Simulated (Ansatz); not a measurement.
**CH₈ClNOSi₂ (singlet): relaxing a cheap start**

Aim: relax a generated start of CH₈ClNOSi₂ (singlet) and see which bonds hold.

Method: RKS PBE0/def2-SVP; program: Ansatz 0.2.0, Gaussian basis.

## (1) Starting geometry

14 atoms, charge 0, spin multiplicity 1.

Atoms are counted from 1 here; the program's logs count them from 0.

Bond lengths: C1–Si2 1.796 Å, C1–H7 1.077 Å, C1–H8 1.086 Å, C1–H9 1.163 Å, Si2–N3 1.674 Å, Si2–Cl4 2.017 Å, Si2–O5 1.649 Å, N3–H10 1.064 Å, N3–H11 1.029 Å, O5–Si6 1.665 Å, Si6–H12 1.497 Å, Si6–H13 1.504 Å, Si6–H14 1.478 Å. Angles: Si2–C1–H7 113.0°, Si2–C1–H8 113.3°, Si2–C1–H9 108.7°, H7–C1–H8 111.0°, H7–C1–H9 103.7°, H8–C1–H9 106.5°, C1–Si2–N3 109.5°, C1–Si2–Cl4 113.5°, C1–Si2–O5 116.1°, N3–Si2–Cl4 106.2°, N3–Si2–O5 105.3°, Cl4–Si2–O5 105.5°, Si2–N3–H10 107.1°, Si2–N3–H11 109.8°, H10–N3–H11 102.2°, Si2–O5–Si6 139.0°, O5–Si6–H12 108.8°, O5–Si6–H13 110.7° and more.

The start is a generated structure. Sticks and bond lists go by distance. 

## (2) Relaxation

The input, in.yaml:

```yaml
crystal:
  periodic: [false, false, false]
  atoms:
    - {symbol: C, position_ang: [-1.479700, -0.873000, -0.642600]}
    - {symbol: Si, position_ang: [-0.174200, -0.516600, 0.538800]}
    - {symbol: N, position_ang: [0.613300, -1.936500, 0.946900]}
    - {symbol: Cl, position_ang: [-0.847600, 0.271700, 2.269100]}
    - {symbol: O, position_ang: [1.012700, 0.505300, 0.021300]}
    - {symbol: Si, position_ang: [1.157300, 1.991000, -0.716900]}
    - {symbol: H, position_ang: [-2.232300, -1.536500, -0.251200]}
    - {symbol: H, position_ang: [-1.108700, -1.226400, -1.599600]}
    - {symbol: H, position_ang: [-2.064500, 0.108700, -0.858200]}
    - {symbol: H, position_ang: [1.499700, -1.664200, 1.469400]}
    - {symbol: H, position_ang: [0.079100, -2.436300, 1.671200]}
    - {symbol: H, position_ang: [2.611100, 2.310100, -0.881000]}
    - {symbol: H, position_ang: [0.455500, 3.053600, 0.083100]}
    - {symbol: H, position_ang: [0.465400, 1.919900, -2.021400]}
basis:
  gaussian: {orbitals: def2-SVP}
hamiltonian: {xc: pbe0}
relax: {f_tol: 0.01, max_steps: 150}
```

Launch:

```console
> ansatz run in.yaml --threads 1 --pin off --events-out ev --progress --plain --max-ram 16896MiB --backend cuda --devices 0, --max-vram 18GiB
```

**Question.** What will these runs give? Wanted: energy gained; shift from the start; total energy; dipole moment.

As calculated:

| quantity | value |
| --- | --- |
| steps | 49 |
| energy gained | 0.496 eV |
| shift from the start (rms) | 0.714 Å |
| total energy | -32958.8482 eV |
| dipole moment | 1.73 D |

**Reading.** The bonds of the start are those of the end. Si2–Cl4 went from 2.017 to 2.101 Å. No vibrations were run, so this is a stationary point, not a proven minimum, and this spin need not be the ground state's.
